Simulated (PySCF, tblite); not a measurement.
# C4H8BFP radical: geometry, infrared bands and EPR parameters

What infrared bands and EPR parameters should C4H8BFP radical (`C=CC[CH]B(F)P`) show?

The runs use tblite 0.8.0 and PySCF 2.14.0, with density-fitted response routines of our own; the level of theory stands in each step. All values are computed, except where a source is named. Atoms count from 0, in the outputs and in this text.

**1. The molecule as given**

15 atoms, charge 0, multiplicity 2; geometry from: force field or distance geometry start.

Bonds of the start (Å): C0–C1 1.33, C1–C2 1.51, C2–C3 1.51, C3–B4 1.59, B4–F5 1.45, B4–P6 1.93, C0–H7 1.09, C0–H8 1.09, C1–H9 1.08, C2–H10 1.11, C2–H11 1.11, C3–H12 1.12, P6–H13 1.45, P6–H14 1.45.

**2. Geometry optimisation with GFN2-xTB**

What the job is given:

```
{"job": {"kind": "relax", "xc": "GFN2-xTB", "basis": "xTB"}, "charge": 0, "multiplicity": 2}
C     -2.623400     0.388900     0.244700
C     -1.898900    -0.378400    -0.565100
C     -0.393700    -0.231400    -0.642700
C      0.257100    -0.633600     0.659700
B      1.828300    -0.394600     0.643300
F      2.653000    -1.103800    -0.314000
P      2.623800     0.872900     1.854300
H     -2.163200     1.157700     0.870900
H     -3.704100     0.262200     0.282900
H     -2.391100    -1.127200    -1.170800
H     -0.163500     0.829800    -0.886200
H     -0.027800    -0.872400    -1.470000
H      0.054500    -1.711600     0.893000
H      2.059200     2.021600     1.177600
H      3.885500     0.928000     1.148700
```

Command:

```console
> OMP_NUM_THREADS=1 python probes_run.py task.json out
```

This one command runs all jobs of the session in turn.

The program printed:

```text
step      E/eV     max force
  0    -571.75131    2.899
  1    -572.05010    2.033
  2    -572.18274    2.432
  3    -572.26724    0.581
  4    -572.28661    0.429
  5    -572.32100    0.499
  6    -572.33926    0.556
  7    -572.38281    0.633
  8    -572.40904    0.552
  9    -572.43262    0.421
 10    -572.45434    0.352
 11    -572.47473    0.395
 12    -572.49230    0.425
 13    -572.50732    0.391
 14    -572.51906    0.595
 15    -572.53825    0.498
 16    -572.57309    0.454
 17    -572.60336    0.565
 18    -572.63492    0.572
 19    -572.66274    0.505
 20    -572.69382    0.960
 21    -572.72482    0.587
 22    -572.75166    0.453
 23    -572.77285    0.318
 24    -572.79184    0.353
 25    -572.80520    0.326
 26    -572.82031    0.281
 27    -572.83157    0.298
 28    -572.84174    0.214
 29    -572.84996    0.219
 30    -572.85797    0.236
 31    -572.86778    0.273
 32    -572.88127    0.337
 33    -572.89750    0.397
 34    -572.91436    0.410
 35    -572.93252    0.356
 36    -572.95310    0.391
 37    -572.97934    0.344
 38    -572.99927    0.360
 39    -573.01219    0.407
 40    -573.02578    0.350
 41    -573.04036    0.226
 42    -573.05241    0.269
 43    -573.05879    0.216
 44    -573.06317    0.121
 45    -573.06533    0.100
 46    -573.06669    0.104
 47    -573.06802    0.106
 48    -573.06943    0.163
 49    -573.07071    0.081
 50    -573.07159    0.080
 51    -573.07214    0.055
 52    -573.07266    0.052
 53    -573.07305    0.040
 54    -573.07336    0.044
 55    -573.07364    0.042
 56    -573.07398    0.045
 57    -573.07435    0.058
 58    -573.07469    0.050
 59    -573.07497    0.040
 60    -573.07525    0.040
 61    -573.07558    0.041
 62    -573.07595    0.053
 63    -573.07630    0.042
 64    -573.07659    0.037
 65    -573.07686    0.034
 66    -573.07713    0.034
 67    -573.07734    0.034
 68    -573.07749    0.036
 69    -573.07762    0.033
 70    -573.07779    0.033
 71    -573.07803    0.040
 72    -573.07828    0.033
 73    -573.07848    0.029
 74    -573.07862    0.029
 75    -573.07875    0.028
 76    -573.07890    0.028
 77    -573.07908    0.028
 78    -573.07926    0.030
 79    -573.07944    0.042
 80    -573.07963    0.044
 81    -573.07984    0.035
 82    -573.08002    0.033
 83    -573.08015    0.022
 84    -573.08023    0.021
 85    -573.08030    0.023
 86    -573.08037    0.023
 87    -573.08044    0.020
 88    -573.08050    0.018
 89    -573.08055    0.017
 90    -573.08061    0.019
 91    -573.08071    0.023
 92    -573.08084    0.027
 93    -573.08097    0.026
 94    -573.08107    0.030
 95    -573.08118    0.033
 96    -573.08135    0.043
 97    -573.08168    0.059
 98    -573.08230    0.081
 99    -573.08335    0.130
100    -573.08503    0.156
101    -573.08779    0.139
102    -573.07923    0.640
103    -573.09214    0.133
104    -573.09438    0.095
105    -573.09463    0.467
106    -573.09810    0.124
107    -573.09976    0.138
108    -573.10418    0.396
109    -573.10934    0.128
110    -573.11316    0.110
111    -573.11085    0.519
112    -573.11825    0.084
113    -573.11949    0.073
114    -573.12042    0.168
115    -573.12116    0.121
116    -573.12283    0.060
117    -573.12446    0.115
118    -573.12577    0.142
119    -573.12674    0.072
120    -573.12790    0.103
121    -573.12905    0.077
122    -573.12996    0.163
123    -573.13093    0.205
124    -573.13235    0.106
125    -573.13345    0.126
126    -573.13414    0.081
127    -573.13479    0.065
128    -573.13510    0.037
129    -573.13532    0.042
130    -573.13550    0.037
131    -573.13563    0.032
132    -573.13577    0.025
133    -573.13588    0.027
134    -573.13600    0.026
135    -573.13609    0.022
136    -573.13613    0.018
137    -573.13617    0.022
138    -573.13620    0.018
139    -573.13626    0.029
140    -573.13634    0.027
141    -573.13648    0.032
142    -573.13667    0.040
143    -573.13689    0.038
144    -573.13711    0.035
145    -573.13729    0.034
146    -573.13746    0.030
147    -573.13761    0.024
148    -573.13771    0.024
149    -573.13777    0.025
150    -573.13783    0.020
151    -573.13787    0.013
152    -573.13791    0.012
153    -573.13794    0.013
154    -573.13797    0.013
155    -573.13801    0.018
156    -573.13807    0.023
157    -573.13815    0.021
158    -573.13822    0.022
159    -573.13826    0.015
160    -573.13828    0.010
```

Wall time 1.6 s (1 thread of Arm Neoverse N1, shared host).

Relaxation path: (not every step is listed)

```
step  energy from step 0 (eV)  largest force (eV/Å)
   0                   0.0000                2.8990
   1                  -0.2988                2.0330
   2                  -0.4314                2.4319
   3                  -0.5159                0.5809
   4                  -0.5353                0.4289
   5                  -0.5697                0.4990
   6                  -0.5879                0.5564
   7                  -0.6315                0.6327
   8                  -0.6577                0.5521
  22                  -1.0004                0.4526
  36                  -1.2018                0.3915
  50                  -1.3203                0.0797
  64                  -1.3253                0.0369
  78                  -1.3279                0.0305
  92                  -1.3295                0.0269
 106                  -1.3468                0.1241
 120                  -1.3766                0.1030
 134                  -1.3847                0.0263
 148                  -1.3864                0.0237
 155                  -1.3867                0.0181
 156                  -1.3868                0.0227
 157                  -1.3868                0.0213
 158                  -1.3869                0.0225
 159                  -1.3869                0.0150
 160                  -1.3870                0.0096
```

Close pairs (by a distance rule), those that changed most:

```
  bond  before (Å)  after (Å)  change (Å)
 B4–F5       1.449      1.343      -0.106
 C3–B4       1.589      1.491      -0.099
P6–H13       1.448      1.383      -0.065
P6–H14       1.447      1.384      -0.063
C3–H12       1.121      1.084      -0.038
 C2–C3       1.510      1.490      -0.020
C2–H10       1.113      1.098      -0.015
C2–H11       1.109      1.094      -0.015
```

The next job starts from the end point, and lists it.

**3. Infrared spectrum with GFN2-xTB**

What the job is given:

```
{"job": {"kind": "ir", "xc": "GFN2-xTB", "basis": "xTB"}, "charge": 0, "multiplicity": 2}
C     -2.950059     0.148797    -0.268695
C     -1.829848    -0.549267    -0.279997
C     -0.484832     0.009097    -0.641693
C      0.459588    -0.087110     0.506850
B      1.915001    -0.383003     0.379662
F      2.437503    -0.902373    -0.743604
P      3.139355    -0.026223     1.804792
H     -2.971701     1.193482    -0.535378
H     -3.895044    -0.293484    -0.002201
H     -1.829066    -1.594432    -0.000660
H     -0.609639     1.060302    -0.932172
H     -0.065143    -0.523495    -1.499854
H      0.028007     0.188246     1.461997
H      2.542482     1.088974     2.363339
H      4.108982     0.678479     1.113872
```

The program printed:

```text
mode    cm-1     km/mol
  1      21.8      0.82
  2      53.9      0.04
  3      93.9      0.45
  4     126.5      0.55
  5     155.9      6.39
  6     209.1      5.07
  7     292.8      4.33
  8     337.4      4.86
  9     395.3     28.61
 10     428.9     10.13
 11     607.7    161.01
 12     623.8     21.15
 13     649.6      1.29
 14     685.9     54.29
 15     714.6     30.14
 16     879.6     51.33
 17     896.5     34.14
 18     941.2     24.81
 19     981.1     59.72
 20    1017.5      8.21
 21    1050.4     16.66
 22    1108.5     30.48
 23    1126.5     69.54
 24    1171.6      3.23
 25    1211.5     36.28
 26    1262.2    102.98
 27    1284.6     22.46
 28    1349.1    107.68
 29    1409.4      5.04
 30    1431.6      9.07
 31    1703.0     13.56
 32    2311.9     88.93
 33    2400.3    127.05
 34    2889.4     19.59
 35    2959.0     13.12
 36    3043.8     30.36
 37    3062.8     26.27
 38    3094.1     27.89
 39    3123.0     49.88
```

It took 0.72 s on 1 thread of Arm Neoverse N1, shared host.

The strongest bands and the atoms that carry them (share of the mass-weighted mode):

```
cm⁻¹  km/mol                                 atoms
 608   161.0          H14 34 %, H12 20 %, H13 19 %
 686    54.3  H12 40 %, H14 25 %, C3 13 %, B4 12 %
 981    59.7             B4 38 %, C2 14 %, F5 11 %
1126    69.5   C2 26 %, C3 24 %, H11 12 %, B4 11 %
1262   103.0            B4 29 %, H11 27 %, H9 13 %
1349   107.7   C3 39 %, B4 18 %, H12 16 %, C2 13 %
2312    88.9                    H14 51 %, H13 46 %
2400   127.0                    H13 51 %, H14 45 %
```

**4. g tensor and hyperfine couplings: B3LYP/pcH-1**

Settings changed since step 3:

```diff
@@ -1,2 +1,2 @@
-{"job": {"kind": "ir", "xc": "GFN2-xTB", "basis": "xTB"}, "charge": 0, "multiplicity": 2}
+{"job": {"kind": "epr", "basis": "pcH-1"}, "charge": 0, "multiplicity": 2}
 C     -2.950059     0.148797    -0.268695
```

Level: UKS B3LYP, pcH-1 on B C F H P, non-relativistic, mean-field spin-orbit, GIAO.

The program printed:

```text
UKS, coarse grid
  cycle   1  E = -623.23883352  |g| = 4.18e-01
  cycle   2  E = -623.18283453  |g| = 6.13e-01
  cycle   3  E = -623.30673295  |g| = 7.81e-02
  cycle   4  E = -623.30879041  |g| = 3.32e-02
  cycle   5  E = -623.30932061  |g| = 7.11e-03
  cycle   6  E = -623.30935837  |g| = 4.00e-03
  cycle   7  E = -623.30937020  |g| = 1.24e-03
  cycle   8  E = -623.30937185  |g| = 7.20e-04
UKS, final grid
  cycle   1  E = -623.30937831  |g| = 1.01e-03
  cycle   2  E = -623.30937735  |g| = 1.67e-03
  cycle   3  E = -623.30937887  |g| = 1.96e-04
  cycle   4  E = -623.30937889  |g| = 4.09e-05
  cycle   5  E = -623.30937889  |g| = 2.66e-05
E = -623.30937889 Eh   <S^2> = 0.7541 (exact 0.7500)
g shifts (ppm)      1          2          3
  rmc          -143       -143       -143
  gc             13         35         37
  oz_so        -321        954       2261
  total        -451        846       2155
hyperfine (MHz)  atom isotope    a_iso     a_fc   dipolar eigenvalues
    0   13C       0.71       0.71     -1.76     -0.75      2.51
    1   13C      33.11      33.11     -3.44     -2.10      5.55
    2   13C     -23.09     -23.09     -2.70      0.25      2.45
    3   13C      54.55      54.68    -63.26    -62.71    125.97
    4   11B     -21.82     -21.89    -10.47     -3.40     13.87
    5   19F      29.69      28.99    -60.21    -49.64    109.85
    6   31P      94.14      94.42    -32.47    -30.59     63.06
    7    1H      -1.22      -1.22     -1.35     -0.58      1.93
    8    1H      -0.29      -0.29     -1.21     -0.84      2.05
    9    1H      -1.21      -1.21     -3.67     -2.08      5.76
   10    1H     117.37     117.37     -5.28     -3.15      8.43
   11    1H      15.26      15.26     -4.27     -3.31      7.58
   12    1H     -45.42     -45.42    -29.53     -1.95     31.49
   13    1H      19.66      19.65     -2.81     -0.78      3.59
   14    1H      13.28      13.28     -2.23     -0.69      2.92
```

It took 2.1 min on 1 thread of Arm Neoverse N1, shared host; peak memory 0.96 GiB.

Principal g values 2.00187, 2.00317, 2.00447; g(iso) = 2.00317, against 2.00232 for a free electron.

Hyperfine couplings; where a row names several nuclei, a(iso) is their mean (it holds for fast rotation or exchange) and the dipolar term the largest among them:

```
  nuclei  isotope  a(iso) (MHz)  a(iso) (G, at g = 2.0023)  largest dipolar term (MHz)
      P6      31P          94.1                       33.6                        63.1
H10, H11       1H          66.3                       23.7                         8.4
      C3      13C          54.6                       19.5                       126.0
     H12       1H         -45.4                      -16.2                        31.5
      C1      13C          33.1                       11.8                         5.5
      F5      19F          29.7                       10.6                       109.8
      C2      13C         -23.1                       -8.2                        -2.7
      B4      11B         -21.8                       -7.8                        13.9
H13, H14       1H          16.5                        5.9                         3.6
      H7       1H          -1.2                       -0.4                         1.9
      H9       1H          -1.2                       -0.4                         5.8
      C0      13C           0.7                        0.3                         2.5
      H8       1H          -0.3                       -0.1                         2.1
```

Mulliken spin populations:

C0 0.02; C1 0.01; C2 -0.07; C3 0.85; B4 0.07; F5 0.02; P6 0.08; H7 0.00; H8 0.00; H9 0.00; H10 0.04; H11 0.01; H12 -0.04; H13 0.01; H14 0.00

In first order the couplings over 0.8 MHz of 31P, 1H, 19F, 11B give 864 distinct lines over 143.7 G, if the averaged nuclei exchange fast.

The fields below are evaluated on a grid from the run's orbitals.

ELF in a plane through or near 7 of the atoms.

Ten even steps from ' ' (0.00) to '@' (1.00):
```
                                                        
                                                        
                                                        
                                                        
            ..++**==      ..                            
          ..==%%%%**    **%%==    ..::::..              
        ::--**%%@@**  ..@@@@%%    ==++==--++**::        
      ..==******##==  ::@@@@@@....**##++##@@@@%%        
      ::++##::++::==  ::@@@@%%  --##%%**@@@@@@@@..      
      ..++##==++--%%--++++**==..==**%%**%%@@@@@@..      
      ..==**==::@@%%..@@++--**--**----##++####==        
        ::----==##--==++%%**++==##--++**==--..          
          ..    ..====::::..------==++++==::            
                ++####++    ++**....--==--::            
              ..##%%%%##    ####..    ....              
              ..**%%%%**    **##                        
                ..::--::      ..                        
                                                        
                                                        
                                                        
```
The map spans 13.7 Å across and 8.8 Å up, centred on the molecule. Atoms in the plane (x, y in Å): C1 (1.9, -0.2), C3 (-0.5, 0.1), B4 (-1.9, -0.5), F5 (-2.1, -1.8), P6 (-3.5, 0.6), H8 (3.8, 0.7), H12 (-0.4, 1.2).

log10 of the density (e/Å³) in the same plane.

Ten even steps from '0' (-4.0) to '9' (2.0):
```
0000000000000000000000000000
0000000000000000000000000000
0000001111000000000000000000
0000112222100000000000000000
0001223443222221112221100000
0012334554333432223333210000
0012345655345543334444321000
0023456665446654445555432000
0123557865456754556666542100
0123567966566765566666542100
0123456666667666687665432000
0023445566766666676654321000
0012334456665555565543320000
0001223467764455444433210000
0000112467764444433322100000
0000002356654334322211000000
0000001244442222210000000000
0000000123321111100000000000
0000000001100000000000000000
0000000000000000000000000000
```
The map spans 13.7 Å across and 8.8 Å up, centred on the molecule. Atoms in the plane (x, y in Å): C1 (1.9, -0.2), C3 (-0.5, 0.1), B4 (-1.9, -0.5), F5 (-2.1, -1.8), P6 (-3.5, 0.6), H8 (3.8, 0.7), H12 (-0.4, 1.2).

On the surface of density 0.002 e/bohr³ the electrostatic potential runs, from the 1st to the 99th percentile, from -0.88 V near P6 to 0.93 V near H12.

The spin density lies nearest to C3 57 %; B4 12 %; P6 7 %.

**5. What came out**

| quantity | value |
| --- | --- |
| strongest single infrared mode (GFN2-xTB) | 608 cm⁻¹, 161 km/mol |
| zero-point energy (GFN2-xTB) | 67.3 kcal/mol |
| g(iso) (B3LYP) | 2.00317 |
| ⟨S²⟩ | 0.754 (exact 0.75) |
| largest a(iso) (averaged by class) | 31P on P6, 94.1 MHz |
| surface potential, 1st and 99th percentile | -0.88 V and 0.93 V |

**Reading.** The optimisation took 160 steps and gained 1.387 eV; among the close pairs (by a distance rule), B4–F5 changed most, from 1.449 to 1.343 Å. No mode is imaginary among the 39: a minimum at this level. The strongest single mode, at 608 cm⁻¹, has its largest shares on H14, H12 and H13 (the list is cut at 3 atoms). GFN2-xTB is a fitted tight-binding method: band positions and strengths are rough. Its intensities can rank the bands wrongly. C3 carries the largest spin population, 0.85 e. The isotropic g lies 0.9 ppt above the free-electron value.
